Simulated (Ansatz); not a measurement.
Geometry optimisation, DFT PBE, scalar-relativistic, plane waves, PAW in Ansatz.

Input:

```yaml
crystal:
  lattice:
    - [-4.1564, -4.1564, 0.0]
    - [4.1564, -4.1564, 0.0]
    - [0.0, 0.0, 5.3204]
  atoms:
    - { symbol: Si, position: [0.5, 0.5, 0.0] }
    - { symbol: Si, position: [0.0, 0.5, 0.25] }
    - { symbol: O, position: [0.1921, 0.5, 0.0] }
    - { symbol: O, position: [0.0, 0.1921, 0.25] }
    - { symbol: O, position: [0.8079, 0.5, 0.0] }
    - { symbol: O, position: [0.0, 0.8079, 0.25] }
    - { symbol: Si, position: [0.5, 0.5, 0.5] }
    - { symbol: Si, position: [0.0, 0.5, 0.75] }
    - { symbol: O, position: [0.1921, 0.5, 0.5] }
    - { symbol: O, position: [0.0, 0.1921, 0.75] }
    - { symbol: O, position: [0.8079, 0.5, 0.5] }
    - { symbol: O, position: [0.0, 0.8079, 0.75] }
    - { symbol: Si, position: [0.0, 0.0, 0.0] }
    - { symbol: Si, position: [0.5, 0.0, 0.25] }
    - { symbol: O, position: [0.6921, 0.0, 0.0] }
    - { symbol: O, position: [0.5, 0.6921, 0.25] }
    - { symbol: O, position: [0.3079, 0.0, 0.0] }
    - { symbol: O, position: [0.5, 0.3079, 0.25] }
    - { symbol: Si, position: [0.0, 0.0, 0.5] }
    - { symbol: Si, position: [0.5, 0.0, 0.75] }
    - { symbol: O, position: [0.6921, 0.0, 0.5] }
    - { symbol: O, position: [0.5, 0.6921, 0.75] }
    - { symbol: O, position: [0.3079, 0.0, 0.5] }
    - { symbol: O, position: [0.5, 0.3079, 0.75] }
    - { symbol: H, position: [0.27162421, 0.15079101, 0.75421615] }
total_charge: 1
basis:
  ecutwfc: 420.0
kpoints:
  mp_grid: { grid: [2, 2, 3] }
hamiltonian:
  xc: pbe
  pseudopotentials: { kind: paw, azcp: { folder: soft_1 } }
scf:
  occupations: { method: fermi_dirac, width: 0.02 }
  lower_state_search: "off"
relax:
  f_tol: 0.03
  max_steps: 60
  adjacent_minimum: "off"
```

Launched with:

```bash
$ ansatz run input.yaml --threads 2 --pin off --max-ram 5120MiB --backend cpu --events-out ev --progress --plain --runs-dir out
```

Question: Where does it end, and by what steps?

Answer: It converged. Limits of this set-up: coarse k mesh, charged cell in a uniform background, uncorrected. After 6 steps the energy has fallen by 2.512 eV; H25 moved furthest, 0.58 Å. Parted: Si20–H25 (1.61 → 2.26 Å). Joined: O10–H25 (1.62 → 1.02 Å).

```json
{"step": "0", "energy less start (eV)": "0.0000", "largest force component (eV/Å)": "5.831", "accepted": "yes"}
{"step": "1", "energy less start (eV)": "-0.8839", "largest force component (eV/Å)": "3.238", "accepted": "yes"}
{"step": "2", "energy less start (eV)": "-1.8547", "largest force component (eV/Å)": "2.049", "accepted": "yes"}
{"step": "3", "energy less start (eV)": "-2.3654", "largest force component (eV/Å)": "0.889", "accepted": "yes"}
{"step": "4", "energy less start (eV)": "-2.4266", "largest force component (eV/Å)": "0.507", "accepted": "yes"}
{"step": "5", "energy less start (eV)": "-2.5105", "largest force component (eV/Å)": "0.068", "accepted": "yes"}
{"step": "6", "energy less start (eV)": "-2.5124", "largest force component (eV/Å)": "0.017", "accepted": "yes"}
```

```xyz
25
Lattice="-4.1564 -4.1564 0.0000 4.1564 -4.1564 0.0000 0.0000 0.0000 5.3204" Properties=species:S:1:pos:R:3
Si -0.007 -4.148 0.012
Si 2.039 -2.043 1.331
O 1.294 -2.905 -0.005
O 0.746 -0.823 1.331
O -1.316 -5.377 -0.015
O 3.329 -3.290 1.331
Si -0.007 -4.148 2.650
Si 2.179 -2.136 3.991
O 1.294 -2.905 2.667
O 0.684 -0.962 3.991
O -1.316 -5.377 2.677
O 3.381 -3.352 3.991
Si -0.059 0.028 0.048
Si -2.102 -2.092 1.331
O -2.896 -2.945 -0.013
O 0.768 -5.001 1.331
O -1.330 -1.237 0.002
O -0.803 -3.316 1.331
Si -0.059 0.028 2.614
Si -2.163 -2.065 3.991
O -2.896 -2.945 2.675
O 0.754 -4.979 3.991
O -1.330 -1.237 2.660
O -0.767 -3.245 3.991
H 0.080 -1.788 3.991
```

Whether the end is a true minimum wasn't checked by a vibrational analysis.

Run time: 30 s on 2 threads of Arm Neoverse V2 (shared host), peak memory 0.46 GiB.
